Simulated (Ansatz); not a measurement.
Here is an Ansatz input file for LiY₃ (distorted cell). Write the same calculation for the Python package.

```yaml
crystal:
  lattice: { a: 5.012401, b: 4.918516, c: 4.938168, alpha: 89.17992, beta: 88.12441, gamma: 90.21139 }
  atoms:
    - { symbol: Li, position: [0.9848, 0.99342, 0.00133] }
    - { symbol: "Y", position: [0.50517, 0.50866, 0.99764] }
    - { symbol: "Y", position: [0.51179, 0.98624, 0.48987] }
    - { symbol: "Y", position: [0.00082, 0.48583, 0.48308] }
basis:
  ecutwfc: 600.0
kpoints:
  mp_grid: { grid: [4, 4, 4], shift: [0.0, 0.0, 0.0] }
hamiltonian:
  xc: r2scan
scf:
  occupations: { method: methfessel_paxton, width: 0.05 }
output:
  write_density: true
  volumetric_format: cube
  dos: { de: 0.05, method: { smearing: { sigma: 0.15 } }, projected: true }
  eigenvalues: true
```

The program run on that file:
```console
$ ansatz run input.yaml --threads 1 --pin off --max-ram 3072MiB --backend cpu --events-out ev --progress --plain --runs-dir out
Engine: ansatz 0.2.0, x86_64-unknown-linux-gnu
Pseudopotentials: kind: paw
Pseudopotential: Li, paw, valence charge 3, recommended cutoff 500 eV (meta_gga), Li.paw.azcp
Pseudopotential: Y, paw, valence charge 11, recommended cutoff 500 eV (meta_gga), Y.paw.azcp
Functional definition: r2SCAN
  parameter k0 = 0.174
  parameter k1 = 0.065
  parameter a1 = 4.9479
  exchange = r2scan_x(k0 = k0, k1 = k1, a1 = a1)
  correlation = r2scan_c
Crystal: 4 atoms, lattice volume = 121.665 Å³
Basis set: ecut = 600 eV, 4027 PW (Γ), exchange–correlation on 180×160×160 points (64 copies of the dense FFT grid, shifted against one another)
Bands: 22, of which v1, the nominal top of the filled ones, is band 18 counted from 1 (17 counted from 0)
Symmetry: 1 space group operations
Space group: P1 (ITA 1), of the structure as read, at distance tolerance 5.0e-5 Å
k-points: 36 of 64 (time reversal used)
Non-local potential: Li, projectors of the file, l = 0: 3, l = 1: 2, l = 2: 1
Non-local potential: Y, projectors of the file, l = 0: 3, l = 1: 2, l = 2: 2, l = 3: 1
PAW form: soft (Blöchl's): semilocal exchange-correlation on the pseudo side does not see the compensation charge
PAW frozen core: Y, regenerated for the run's functional (the file was generated under x = pbe(κ = 0.804, μ = 0.2195149727645171), c = pbe(β = 0.06672455060314922))
PAW one-centre angular grid: Li, 302 points (default); XC on 327 of its mesh's 2665 points in the sphere
PAW one-centre angular grid: Y, 590 points (default); XC on 160 Gauss nodes
Initial density: superposition of atomic densities (neutral atoms: chi_scale 0, normalization atom), corrected by the library's trained network
Initial wavefunctions: pseudopotential atomic-orbital guess
Functional: x = r2scan, c = r2scan; τ floored in thin density (d = 2e-4 eV/Å³)
SCF iter   1: F=—  HF=-11783.269299 eV  |F-HF|=—  |Δ(HF+E_count)|=         —  Δρ=4.28e-3  dr2=1.54e-2  dr2_τ=4.24e-3  ethr=1.77e-3  ⟨swp⟩=5.4  Hψ=3828  notcnv=0
preconditioner: auto → Kerker (q_TF=auto, 2.227 Å⁻¹)  [metal: Δε(μ)=0.005 eV  Ē_g=2.049 eV  σ=0.050 eV  W_gap=0.09  n_scr=24 (ndim 8)  ℏωp=10.6 eV  f_vac=0.000  D(μ)=9.43/eV (n_scr^D=94)]
SCF iter   2: F=—  HF=-11783.328682 eV  |F-HF|=—  |Δ(HF+E_count)|=   5.94e-2  S|Δr|=    0.00e0  Δρ=2.68e-3  dr2=7.18e-3  dr2_τ=2.34e-4  ethr=4.27e-5  ⟨swp⟩=2.0  Hψ=1872  notcnv=0
SCF iter   3: F=—  HF=-11783.330256 eV  |F-HF|=—  |Δ(HF+E_count)|=   1.57e-3  S|Δr|=    0.00e0  Δρ=9.37e-4  dr2=1.21e-3  dr2_τ=7.03e-5  ethr=1.99e-5  ⟨swp⟩=3.0  Hψ=1451  notcnv=0
SCF iter   4: F=—  HF=-11783.330655 eV  |F-HF|=—  |Δ(HF+E_count)|=   3.99e-4  S|Δr|=    0.00e0  Δρ=2.76e-4  dr2=1.31e-4  dr2_τ=3.48e-6  ethr=3.35e-6  ⟨swp⟩=2.9  Hψ=1414  notcnv=0
SCF iter   5: F=—  HF=-11783.330697 eV  |F-HF|=—  |Δ(HF+E_count)|=   4.27e-5  S|Δr|=    0.00e0  Δρ=7.09e-5  dr2=9.45e-6  dr2_τ=1.53e-6  ethr=3.65e-7  ⟨swp⟩=3.0  Hψ=1458  notcnv=0
SCF iter   6: F=—  HF=-11783.330624 eV  |F-HF|=—  |Δ(HF+E_count)|=   7.31e-5  S|Δr|=    0.00e0  Δρ=3.34e-5  dr2=2.33e-6  dr2_τ=1.04e-7  ethr=2.62e-8  ⟨swp⟩=2.7  Hψ=1331  notcnv=0
SCF iter   7: F=-11783.330625 eV  HF=-11783.330625 eV  |F-HF|=2.62e-8  |Δ(HF+E_count)|=   8.31e-7  S|Δr|=    0.00e0  Δρ=7.38e-6  dr2=9.95e-8  dr2_τ=1.03e-8  ethr=2.78e-10  ⟨swp⟩=1.6  Hψ=2476  notcnv=0
SCF 1 converged in 7 iterations: F = -11783.330625 eV  dr2 = 9.95e-8
  greatest PAW one-centre occupation: 0.999 electrons in one spin orbital (limit 2), on the Li atom at site 0 (counted from 0), in its partial waves of l = 0
SCF converged after 7 iterations
Stability not checked: this state was not tested for a lower state beside it, because cold or Methfessel-Paxton smearing, or corrected tetrahedra, fill the levels in a way that the test cannot read (fill_not_monotonic; see scf.lower_state_search)
Free energy (F): -11783.330625 eV
Harris-Foulkes:  -11783.330625 eV  (|F-HF|=2.62e-8)
Internal energy: -11783.329570 eV  (E = F + TS)
E sigma→0 (E₀):  -11783.330361 eV
Entropy (-TS):   -0.001056 eV (-0.264 meV/atom)
Fermi energy:    7.719643 eV
--- Per-component energies (eV) ---
  E_band       = -522.229066
  E_kinetic    = 932.542983
  E_local      = -2154.029985  (includes V_loc(G=0)·N_el)
  E_nonlocal   = 117.106310
  E_hartree    = 692.984511
  E_xc         = -510.770132
  E_vxc        = -676.364343  (∫ρ·V_xc dr)
  E_paw        = -8546.905178  (= ΣΔE_a)
  E_vpaw       = -164.848172  (= ΣTr[D̂ρ^β])
  E_aug_tail   = -0.000037  (compensation charges beyond the density's cutoff)
  E_vtau       = 37.398392  (kinetic-family band-sum trace: ∫τ·v_τ [+ j·A + Jᵃ·Aᵃ] dr)
  E_ewald      = -2313.796180
  E_core_change = -0.461860  (= ΣΔE_core)
  E_smearing   = -0.001056  (= −TS)
  E_closure    = 0.000000  (closes the sum)
  Σ components = -11783.330625   (vs F -11783.330625, Δ=0.00e0)
--- Band table (eV; the first three rows and the last of 36) ---
  k-point 0: bands = ["-39.3314", "-36.6974", "-36.6119", "-36.5928", "-16.2617", "-16.2408", "-16.2087", "-15.9573", "-15.9452", "-15.9039", "-15.7680", "-15.7584", "-15.7343", "2.9742", "5.6810", "7.0162", "7.0751", "7.4103", "7.4416", "7.5421", "9.4905", "9.6817"]
  k-point 1: bands = ["-39.3314", "-36.6860", "-36.6167", "-36.5993", "-16.2116", "-16.1956", "-16.1681", "-15.9785", "-15.9426", "-15.9198", "-15.8342", "-15.7873", "-15.7669", "3.4804", "5.9165", "6.5887", "7.4948", "7.5414", "7.6522", "7.7274", "9.0782", "9.2162"]
  k-point 2: bands = ["-39.3314", "-36.6691", "-36.6298", "-36.6029", "-16.1574", "-16.1335", "-16.0545", "-16.0100", "-15.9817", "-15.9610", "-15.9264", "-15.8178", "-15.7884", "4.5056", "5.1680", "6.6666", "7.6876", "7.7907", "7.8706", "8.4040", "8.8685", "8.9721"]
  k-point 35: bands = ["-39.3313", "-36.6494", "-36.6291", "-36.6218", "-16.4096", "-16.2105", "-16.1907", "-16.1856", "-15.7975", "-15.7772", "-15.7685", "-15.7597", "-15.7483", "5.9299", "6.2518", "6.3323", "6.3930", "7.9460", "8.0133", "8.1305", "8.4217", "9.4127"]
```

`liy3.py`
```python
"""SCF run for LiY3 with displaced atoms."""

from pathlib import Path

import ansatz as az
from ase.io.cube import read_cube_data
from ase.units import Bohr
import numpy as np

liy3 = (
    az.Lattice.from_parameters(5.012401, 4.918516, 4.938168, alpha=89.17992, beta=88.12441, gamma=90.21139)
    .atom("Li", (0.9848, 0.99342, 0.00133))
    .atom("Y", (0.50517, 0.50866, 0.99764))
    .atom("Y", (0.51179, 0.98624, 0.48987))
    .atom("Y", (0.00082, 0.48583, 0.48308))
)

# the calculation
model = (
    liy3.calculation()
    .functional("r2SCAN")
    .basis(600)
    .kpoints(4, 4, 4, center="gamma")
    .occupations("methfessel_paxton", width=0.05)
    .density()
    .output_files(volumetric_format="cube")
    .density_of_states(energy_step=0.05, method="smearing", broadening_width=0.15, projected=True)
    .band_table()
)
session = model.session()
planned = session.plan(threads=1)
out = planned.execute()
summary = out.report

print(f"free energy      {summary['free_energy_ev']:.5f} eV")
print(f"per atom         {summary['free_energy_ev'] / len(out.lattice.sites):.5f} eV")
print(f"SCF iterations   {summary['n_iterations']}  (converged: {summary['converged']})")

# cube files hold the density in electrons per cubic bohr
folder = Path(out.write_results("cubes"))
print("\n".join((folder / "rho.cube").read_text().splitlines()[: 6 + 4]))
values, cube_atoms = read_cube_data(str(folder / "rho.cube"))
print("electrons from the file:", round(values.mean() * cube_atoms.get_volume() / Bohr ** 3, 3))

print(len(summary["kpoints_frac"]), "irreducible k-points (fractions, weight)")
for k, weight in list(zip(summary["kpoints_frac"], summary["kweights"]))[:20]:
    print("  {:8.4f} {:8.4f} {:8.4f}".format(*k), f"{weight:10.6f}")

for term in (az.EnergyTerm.SMEARING, az.EnergyTerm.DISPERSION):
    print(f"F without {term.name.lower()}: {az.free_energy_without(summary, term):.5f} eV")

# first and second moments of the projected d states
dos = out.density_of_states()
energy = np.asarray(dos.energies_ev) - dos.fermi_ev
window = (energy > -12) & (energy < 4)
for index, site in enumerate(out.projected_density_of_states().sites):
    for shell in site.shells:
        if shell.l == 2:
            g = sum(np.sum(part.g_bin_mean_per_ev, axis=0) for part in shell.curves)[window]
            if g.sum() > 1e-6:
                centre = (g * energy[window]).sum() / g.sum()
                width = np.sqrt((g * (energy[window] - centre) ** 2).sum() / g.sum())
                print(f"site {index} {site.species} {shell.label}: centre {centre:.3f} eV, rms width {width:.3f} eV")

fermi = summary["fermi_energy_ev"]
print("levels less the Fermi level (eV) at the first k-points")
for k, levels in list(zip(summary["kpoints_frac"], summary["eigenvalues_ev"]))[:6]:
    print("k = ({:.3f}, {:.3f}, {:.3f})".format(*k))
    print("   ", " ".join(f"{e - fermi:.3f}" for e in levels))
```

Running `python liy3.py` prints:
```text
free energy      -11783.33063 eV
per atom         -2945.83266 eV
SCF iterations   7  (converged: True)
ansatz rho
values in e/bohr^3 (x slowest, z fastest)
    4    0.000000    0.000000    0.000000
   45    0.210490    0.000000    0.000000
   40   -0.000857    0.232365    0.000000
   40    0.007636    0.003367    0.233145
    3    3.000000    9.294430    9.233606    0.012403
   39   39.000000    5.072263    4.862156    9.303804
   39   39.000000    4.963506    9.232672    4.568436
   39   39.000000    0.138651    4.580654    4.505114
electrons from the file: 36.0
36 irreducible k-points (fractions, weight)
    0.0000   0.0000   0.0000   0.015625
    0.0000   0.0000   0.2500   0.031250
    0.0000   0.0000  -0.5000   0.015625
    0.0000   0.2500   0.0000   0.031250
    0.0000   0.2500   0.2500   0.031250
    0.0000   0.2500  -0.5000   0.031250
    0.0000   0.2500  -0.2500   0.031250
    0.0000  -0.5000   0.0000   0.015625
    0.0000  -0.5000   0.2500   0.031250
    0.0000  -0.5000  -0.5000   0.015625
    0.2500   0.0000   0.0000   0.031250
    0.2500   0.0000   0.2500   0.031250
    0.2500   0.0000  -0.5000   0.031250
    0.2500   0.0000  -0.2500   0.031250
    0.2500   0.2500   0.0000   0.031250
    0.2500   0.2500   0.2500   0.031250
    0.2500   0.2500  -0.5000   0.031250
    0.2500   0.2500  -0.2500   0.031250
    0.2500  -0.5000   0.0000   0.031250
    0.2500  -0.5000   0.2500   0.031250
F without smearing: -11783.32957 eV
F without dispersion: -11783.33063 eV
site 1 Y 4D: centre -0.037 eV, rms width 0.978 eV
site 2 Y 4D: centre -0.036 eV, rms width 0.978 eV
site 3 Y 4D: centre -0.035 eV, rms width 0.973 eV
levels less the Fermi level (eV) at the first k-points
k = (0.000, 0.000, 0.000)
    -47.051 -44.417 -44.332 -44.312 -23.981 -23.960 -23.928 -23.677 -23.665 -23.624 -23.488 -23.478 -23.454 -4.745 -2.039 -0.703 -0.645 -0.309 -0.278 -0.178 1.771 1.962
k = (0.000, 0.000, 0.250)
    -47.051 -44.406 -44.336 -44.319 -23.931 -23.915 -23.888 -23.698 -23.662 -23.639 -23.554 -23.507 -23.487 -4.239 -1.803 -1.131 -0.225 -0.178 -0.067 0.008 1.359 1.497
k = (0.000, 0.000, -0.500)
    -47.051 -44.389 -44.349 -44.323 -23.877 -23.853 -23.774 -23.730 -23.701 -23.681 -23.646 -23.537 -23.508 -3.214 -2.552 -1.053 -0.032 0.071 0.151 0.684 1.149 1.252
k = (0.000, 0.250, 0.000)
    -47.051 -44.406 -44.335 -44.320 -23.943 -23.903 -23.888 -23.686 -23.671 -23.640 -23.556 -23.518 -23.477 -4.236 -1.794 -1.119 -0.229 -0.123 -0.084 -0.032 1.352 1.469
k = (0.000, 0.250, 0.250)
    -47.051 -44.397 -44.337 -44.327 -23.962 -23.870 -23.824 -23.757 -23.655 -23.642 -23.595 -23.525 -23.470 -3.774 -1.473 -1.111 -0.426 -0.225 -0.003 0.390 0.855 1.320
k = (0.000, 0.250, -0.500)
    -47.051 -44.381 -44.349 -44.330 -23.910 -23.871 -23.808 -23.731 -23.714 -23.680 -23.560 -23.544 -23.502 -2.729 -2.275 -0.795 -0.527 -0.050 0.226 0.611 0.798 1.273
```

Caveats:
- Absolute energies stand on the zero of these potentials, so only differences at equal settings mean something.
- The mesh is modest for a metal, so energies can be off by several to tens of meV an atom and pressures by half a GPa or more; differences at equal mesh fare better.
- Projections exist only for the shells that the potentials hold, some of them semicore, and samples at single energies can miss narrow peaks.
- Grid values close to the nuclei reflect the PAW or pseudopotential construction, not the all-electron fields.
- The cell is a database structure, distorted on purpose.
- Levels are Kohn-Sham eigenvalues on this mesh, without spin-orbit coupling.
- The computed bands are complete only to about 1.2 eV above the Fermi level; beyond that the density of states is undercounted.
- A band centre counts only the states inside the window taken.
- Timing: 13 s on 1 thread of Intel(R) Xeon(R) 6975P-C (Granite Rapids), on a shared host, peak memory 0.75 GiB.

(Lines on the test bed's own set-up are left out of the output.)
